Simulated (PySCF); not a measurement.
**GaOF: stationary points from several starts**

Aim: find the stationary points of GaOF from linear and bent starts in the singlet state, tell minima from saddle points, and describe the lowest.

The runs use PySCF 2.14.0; PBE0, basis Ga def2-TZVP, O def2-TZVP, F def2-TZVP, no relativity, density fitting.

## (1) The system as given

3 atoms, charge 0, spin multiplicity 1.

Bond lengths: Ga1–O2 1.740 Å, Ga1–F3 1.880 Å. Angles: O2–Ga1–F3 180.0°.

Coordinates in bohr (charge 0 multiplicity 1):
```
Ga    0.0000    0.0000   -0.1434
O     0.0000    0.0000   -3.4315
F     0.0000    0.0000    3.4093
```

## (2) Relaxing the singlet from the linear start

The steps below are one call of a driver around PySCF. For each, scf.py gives the equivalent set-up of the SCF; relaxations use the driver's own optimiser. Before each start the driver seeks the lowest SCF state from one or more starting densities and follows internal instabilities, so scf.py alone need not reach the same state.

The program finds C∞v symmetry in the start, which this walk keeps. Threshold on the gradient: 0.0003 Eh/bohr, with a further test on the energy change.

scf.py reads:

```python
from pyscf import gto, scf, dft
mol = gto.M(atom='''
Ga     0.000000     0.000000    -0.075885
O      0.000000     0.000000    -1.815885
F      0.000000     0.000000     1.804115''',
    basis={'Ga': 'def2-TZVP', 'O': 'def2-TZVP', 'F': 'def2-TZVP'},
    charge=0, spin=0)
mf = dft.RKS(mol, xc='PBE0')
mf.grids.atom_grid = (50, 194)
aux = {'Ga': 'def2-universal-JKFIT', 'O': 'def2-universal-JKFIT', 'F': 'def2-universal-JKFIT'}
mf = mf.density_fit(auxbasis=aux)
mf.kernel()
```

The runs that follow: Frequencies; Relaxing the singlet from the bent start.

Q: Predict the outcome of this session. Wanted: lowest minimum; geometry; wavenumbers; dipole moment; highest occupied, lowest empty level; polar-tensor charge of Ga1; zero-point energy; atomisation energy.

**Answer**, as computed:

```
                                 quantity                                      value
                           lowest minimum                               singlet, C∞v
                                 geometry  Ga–F 1.711 Å, Ga–O 1.642 Å; F–Ga–O 180.0°
                       wavenumbers (cm⁻¹)                183 (π), 703 (σ+), 972 (σ+)
                            dipole moment                                     2.53 D
     highest occupied, lowest empty level                            -8.36, -2.70 eV
               polar-tensor charge of Ga1                                    +1.16 e
                        zero-point energy                                12.2 kJ/mol
                      entropy at 298.15 K                            255.0 J/(mol K)
atomisation energy (no zero-point energy)                                 852 kJ/mol
```

In words: The lowest minimum found is the singlet of C∞v symmetry. In the infrared the band at 183 cm⁻¹ (π, bend) leads. A search over typed starts can miss a lower isomer.
